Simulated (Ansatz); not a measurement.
## GaP, space group F-43m: a comparison of functionals at one structure

Program: the Ansatz DFT code, driven from Python.

The script, `xc.py`:
```python
'''One structure of GaP under several functionals.'''

import argparse
import warnings

import ansatz as az

parser = argparse.ArgumentParser(description='One structure of GaP under several functionals.')
parser.add_argument('--cutoff', type=float, default=550.0, help='plane-wave cutoff (eV)')
parser.add_argument('--occupations', required=True, help='how the bands are filled')
args = parser.parse_args()


def main() -> None:
    warnings.simplefilter('ignore', az.DeckWarning)

    gap = (
        az.Lattice.fcc(5.4505)
        .space_group(216)
        .atom('Ga', (0.0, 0.0, 0.0))
        .atom('P', (0.25, 0.25, 0.75))
        .primitive()
    )

    job = (
        gap.calculation()
        .kpoints(6)
        .basis(args.cutoff)
        .occupations(args.occupations)  # no smearing
        .band_table()  # levels at the mesh points
    )

    rows = []
    for value in ['rpbe', 'lda', 'blyp', 'revpbe']:
        summary = job.functional(value).run(threads=1).report
        rows.append((value, summary['free_energy_ev'] / len(summary['lattice']['sites']), summary['n_iterations'], summary['gap_by_band_count_ev'], summary['n_kpoints']))

    print('  functional   F/atom (eV)    iterations  gap by band count (eV)      k-points')
    for row in rows:
        print(f'{str(row[0]):>12s}  {row[1]:12.5f}  {row[2]:12d}  {row[3]:22.3f}  {row[4]:12d}')


if __name__ == '__main__':
    main()
```

`python xc.py --occupations Fixed` gives:
```text
  functional   F/atom (eV)    iterations  gap by band count (eV)      k-points
        rpbe   -2274.18030             6                   1.756            16
         lda   -2216.87014             6                   1.492            16
        blyp   -2276.70887             6                   1.663            16
      revpbe   -2272.92084             6                   1.726            16
```

Semilocal gaps usually lie well under measured ones. The structure is a deposited one; some such entries were measured under pressure or heat, so a shift against it needn't be the functional's error alone. Levels are Kohn-Sham eigenvalues on this mesh, without spin-orbit coupling. Total energies of different functionals can't be compared; pressures, moments and gaps at this one structure can. The whole script took 6.7 s on 1 thread of Arm Neoverse V1 (shared host), peak memory 0.35 GiB.
